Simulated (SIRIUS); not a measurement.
Runs of SIRIUS 7.12.0 on GaGe. Symmetry: F-43m, No. 216, cubic system. Conventional cell: a = 5.796 Å, b = 5.796 Å, c = 5.796 Å, α = 90.00°, β = 90.00°, γ = 90.00°. Ge (site symmetry -43m) is surrounded by 4 Ga at 2.51 Å. Ga (site symmetry -43m) is surrounded by 4 Ge at 2.51 Å. The cell comes from a database or a generator and needn't be the stable form of this composition.

| task | level | potentials or basis | k mesh | energy tol | density tol | mixer | mixing beta | max scf | gap on the mesh (eV) | pressure (GPa) |
| --- | --- | --- | --- | --- | --- | --- | --- | --- | --- | --- |
| single point | PW91 | PseudoDojo 0.4.1 PBE standard (scalar relativistic) | 7 × 7 × 7 | 1e-08 Ha | 1e-06 | anderson | 0.7 | 100 | none | 0.1 |
| single point | RPBE | PseudoDojo 0.4.1 PBE standard (scalar relativistic) | 7 × 7 × 7 | 1e-08 Ha | 1e-06 | anderson | 0.7 | 100 | none | (b) |
| single point | APBE | PseudoDojo 0.4.1 PBE standard (scalar relativistic) | 7 × 7 × 7 | 1e-08 Ha | 1e-06 | anderson | 0.7 | 100 | none | 1.2 |
| single point | LDA-VWN | PseudoDojo 0.4.1 PBE standard (scalar relativistic) | 7 × 7 × 7 | 1e-08 Ha | 1e-06 | anderson | 0.7 | 100 | none | -4.7 |
| single point | PBE | PseudoDojo 0.4.1 PBE standard (scalar relativistic) | 7 × 7 × 7 | 1e-08 Ha | 1e-06 | anderson | 0.7 | 100 | none | 0.3 |
| single point | AM05 | PseudoDojo 0.4.1 PBE standard (scalar relativistic) | 7 × 7 × 7 | 1e-08 Ha | 1e-06 | anderson | 0.7 | 100 | none | (a) |
| single point | LDA | PseudoDojo 0.4.1 PBE standard (scalar relativistic) | 7 × 7 × 7 | 1e-08 Ha | 1e-06 | anderson | 0.7 | 100 | none | -4.7 |

Alike in all rows: no spin polarisation; cell as given; cutoff (eV) 1102; smearing fermi-dirac 0.05 eV.

Estimate the missing entries.

(a) -2.1; (b) 2.4.

Caveats: the potentials were made for another functional, which shifts forces and pressure (some runs).

A k mesh can miss the band edges, and the runs leave out spin-orbit coupling on Ga, Ge.

A gap of «none» marks a metal or a gap under the smearing width.

Not every run made on this cell is shown here.
